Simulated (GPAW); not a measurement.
A run of GPAW 26.7.0 is set up as follows.

run.py

```python
from ase.dft.bandgap import bandgap
from ase.io import read, write
from ase.units import GPa
from gpaw import GPAW, PW

atoms = read('POSCAR')

calc = GPAW(mode=PW(600),
            xc='PBE',
            kpts={'size': (7, 7, 8), 'gamma': True},
            occupations={'name': 'fermi-dirac', 'width': 0.05},
            nbands=17,
            convergence={'density': 1e-05, 'energy': 1e-05},
            maxiter=150,
            txt='gpaw.txt')
atoms.calc = calc
energy = atoms.get_potential_energy()
forces = atoms.get_forces()
stress = atoms.get_stress()
calc.write('gs.gpw')
write('result.traj', atoms)
print(f'Energy: {energy:.6f} eV')
print('Forces (eV/A):')
print(forces.round(4))
print('Stress (GPa):', (stress / GPa).round(3))
print('Fermi level:', round(calc.get_fermi_level(), 4), 'eV')
print(f'Gap: {bandgap(calc)[0]:.4f} eV, direct: {bandgap(calc, direct=True)[0]:.4f} eV')

path = atoms.cell.bandpath('GMKGALHA,LM,KH', npoints=100, eps=1e-4)
bs_calc = calc.fixed_density(kpts=path, symmetry='off', nbands=29,
                             convergence={'bands': 'CBM+6.0', 'eigenstates': 1e-6}, txt='bands.txt')
bs = bs_calc.band_structure()
bs.write('bs.json')
print(f'Gap on the path: {bandgap(bs_calc)[0]:.4f} eV')
```

Contents of POSCAR:

```
AlSn
1.0
    4.1981056157      0.0000000000      0.0000000000
   -2.0990528078      3.6356661109      0.0000000000
    0.0000000000      0.0000000000      3.3068470000
Sn Al
1 1
Direct
    0.3333333333      0.6666666667      0.5000000000
    0.0000000000      0.0000000000      0.0000000000
```

Potentials or basis: GPAW PAW data sets (gpaw-data 1.2.1), pw.

Command:

```console
$ OMP_NUM_THREADS=1 python run.py
```

Question: What does it give for the pressure?

Answer: 0.1 GPa.

Question: What does it give for the band gap along the path?

Answer: None (metal or under the smearing width).

Levels at the corners of the path, in eV from the Fermi level:
```csv
point,band 6,band 7,band 8,band 9,band 10,band 11
Γ,-10.44,-0.23,-0.23,0.70,2.60,3.12
M,-8.61,-6.33,-1.84,0.59,4.42,6.48
K,-8.18,-6.34,-3.95,5.02,5.47,5.80
Γ,-10.44,-0.23,-0.23,0.70,2.60,3.12
A,-7.41,-6.22,2.71,2.71,3.57,3.57
L,-5.71,-4.23,-3.17,-2.35,1.18,2.37
H,-5.35,-3.62,-3.10,-2.61,-0.87,0.18
A,-7.41,-6.22,2.71,2.71,3.57,3.57
L,-5.71,-4.23,-3.17,-2.35,1.18,2.37
M,-8.61,-6.33,-1.84,0.59,4.42,6.48
K,-8.18,-6.34,-3.95,5.02,5.47,5.80
H,-5.35,-3.62,-3.10,-2.61,-0.87,0.18
```

Caveat: spin-orbit coupling is left out, which moves the levels of the heavy elements.
